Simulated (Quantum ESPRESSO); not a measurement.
HfGe:

```xyz
2
Lattice="3.2197 0.0000 0.0000 0.0000 3.2197 0.0000 0.0000 0.0000 4.1084" Properties=species:S:1:pos:R:3 pbc="T T T"
Hf    1.6098    1.6098    0.0000
Ge    0.0000    0.0000    0.0000
```

The cell was built by a generator and needn't be a form met in nature.

- Program: Quantum ESPRESSO 7.5
- Task: phonons
- Functional: PBE
- Dispersion: D3(BJ)
- Potentials or basis: GBRV 1.5 PBE
- Cutoff: 612 eV
- Density cutoff: 4898 eV
- k mesh: 8 × 8 × 7
- Occupations: cold, width 0.2 eV
- Spin: no spin polarisation
- Mixing beta: 0.5
- Most SCF iterations: 120
- SCF threshold: 4e-10 Ry

The cell and the atoms were relaxed first, to 21.53 Å³/atom (a = 3.777 Å, b = 3.777 Å, c = 3.019 Å, α = 90.00°, β = 90.00°, γ = 90.00°), and the response was taken there.

```
Hf Ge
1.0
     3.77688    0.00000    0.00000
     0.00000    3.77688    0.00000
     0.00000    0.00000    3.01866
Hf Ge
1 1
Cartesian
  1.8884 1.8884 0.0000
  0.0000 0.0000 0.0000
```

What is the highest optical frequency at the zone centre?

237 cm⁻¹, a mode of symmetry Eu (IR).

Optical modes at Γ, degenerate ones joined:
| cm⁻¹ | components | symmetry | active in |
| --- | --- | --- | --- |
| 109i | 1 | A2u | IR |
| 237 | 2 | Eu | IR |

Caveat: the mesh is thin for the phonons of a metal; some modes are imaginary; pairwise dispersion overbinds metals, which lowers pressure and volume.
